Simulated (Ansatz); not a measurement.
## Sn, space group Fd-3m: a comparison of functionals at one structure, step by step

Program: Ansatz 0.2.0 through its Python package.

Run as a notebook:

In [1]:
```python
import csv

import ansatz

crystal = (
    ansatz.Lattice.fcc(6.4666856)
    .space_group(227, origin_choice=1)
    .atom("Sn", (0.0, 0.0, 0.5))
    .primitive()
)

calc = crystal.calculation()
calc = calc.basis(510)
calc = calc.kpoints(spacing=0.24)
calc = calc.occupations("gaussian", width=100 * ansatz.meV)

rows = []
for value in ["pbe", "r2scan", "blyp", "revpbe"]:
    report = calc.functional(value).run(threads=1, backend="cpu").report
    rows.append((value, report["free_energy_ev"] / len(report["lattice"]["sites"]), report["n_iterations"], report["n_kpoints"]))
```

In [2]:
```python
with open("xc.csv", "w", newline="") as handle:
    writer = csv.writer(handle)
    writer.writerow(["functional", "F/atom (eV)", "iterations", "k-points"])
    writer.writerows([round(v, 5) if isinstance(v, float) else v for v in row] for row in rows)
print(open("xc.csv").read())
```
```text
functional,F/atom (eV),iterations,k-points
pbe,-6024.17628,6,29
r2scan,-6038.62608,6,29
blyp,-6040.55911,6,29
revpbe,-6030.27081,6,29
```

Notes:
- BLYP can be off by several per cent in the lattices of metals, and by several GPa in the pressure at a fixed cell.
- Total energies of different functionals can't be compared; pressures, moments and gaps at this one structure can.
- Wall time of the script: 3.7 s on 1 thread of AMD EPYC 9R45 96-Core Processor (Zen 5) (shared host), peak memory 0.55 GiB.
